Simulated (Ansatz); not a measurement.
# MoS2: the cost of one run

Computed with Ansatz 0.2.0 (DFT PBEsol+D3(BJ), scalar-relativistic, plane waves, PAW, unless a step's input says otherwise).

The COD entry's cell or inner coordinates are ideal or old and differ from later refinements, so a difference from it is no clean test against experiment.

27 further runs of the same task are left out: 1 that didn't finish, 26 set aside as unsound or not needed.

## (1) Starting point

It takes space group R-3m (No. 166, trigonal). Conventional cell: a = 3.080 Å, b = 3.080 Å, c = 17.391 Å, α = 90.00°, β = 90.00°, γ = 120.00°. Around Mo (site symmetry -3m) lie 6 S at 2.40 Å. S (site symmetry 3m) is surrounded by 3 Mo at 2.40 Å.

Coordinates:

```
Mo S
1.0
     1.53990    0.88906    5.79705
    -1.53990    0.88906    5.79705
     0.00000   -1.77813    5.79705
Mo S
1 2
Direct
  0.00000 0.00000 0.00000
  0.75923 0.75923 0.75923
  0.24077 0.24077 0.24077
```

It is the result of an earlier relaxation at this level (volume 15.87 Å³/atom; gap on the mesh: none (metal)).

## (2) The scan

Rigid slide and opening across a plane, one cut a cell; the plane is (0 0 1) of the conventional cell, and the faces at the cut hold S and S.

The axes are (1) slide along a1 + a2 (5.334 Å): 10 values from 0.0 to 0.9, periodic; (2) opening across the cut: 6 values from −0.25 to 2.80 Å.

Nothing else is relaxed (rigid halves). Energies count from the perfect crystal. Points are written as (first, second).

## (3) Grid point (0.0, −0.25 Å)

Input file input.yaml:

```yaml
crystal:
  lattice:
    - [-3.0798097231, 0.0, 0.0]
    - [-1.5399048616, -2.667193459, 0.0]
    - [0.0, 0.0, 17.1411508765]
  atoms:
    - { symbol: Mo, position: [0.6666666667, 0.6666666667, 0.1690636447] }
    - { symbol: Mo, position: [1.0, 0.0, 0.8454535013] }
    - { symbol: Mo, position: [0.3333333333, 0.3333333333, 0.507258573] }
    - { symbol: S, position: [0.6666666667, 0.6666666667, 0.9393645867] }
    - { symbol: S, position: [1.0, 0.0, 0.6011696583] }
    - { symbol: S, position: [0.3333333333, 0.3333333333, 0.26297473] }
    - { symbol: S, position: [0.6666666667, 0.6666666667, 0.4133474877] }
    - { symbol: S, position: [1.0, 0.0, 0.0751525593] }
    - { symbol: S, position: [0.3333333333, 0.3333333333, 0.751542416] }
basis:
  ecutwfc: 420
kpoints:
  mp_grid: { grid: [14, 14, 3] }
hamiltonian:
  xc: pbesol
  pseudopotentials: { kind: paw, azcp: { folder: soft_1 } }
  dispersion: d3bj
scf:
  occupations: { method: gaussian, width: 0.15 }
output:
  forces: true
  stress: true
  eigenvalues: true
```

Run with:

```
$ ansatz run input.yaml --threads 4 --pin off --max-ram 8192MiB --backend cpu --events-out ev --progress --plain --runs-dir out
```

What time and memory should one allow on 4 threads of Arm Neoverse V2, shared host?

About 6.2 s, with a peak of 0.65 GiB.
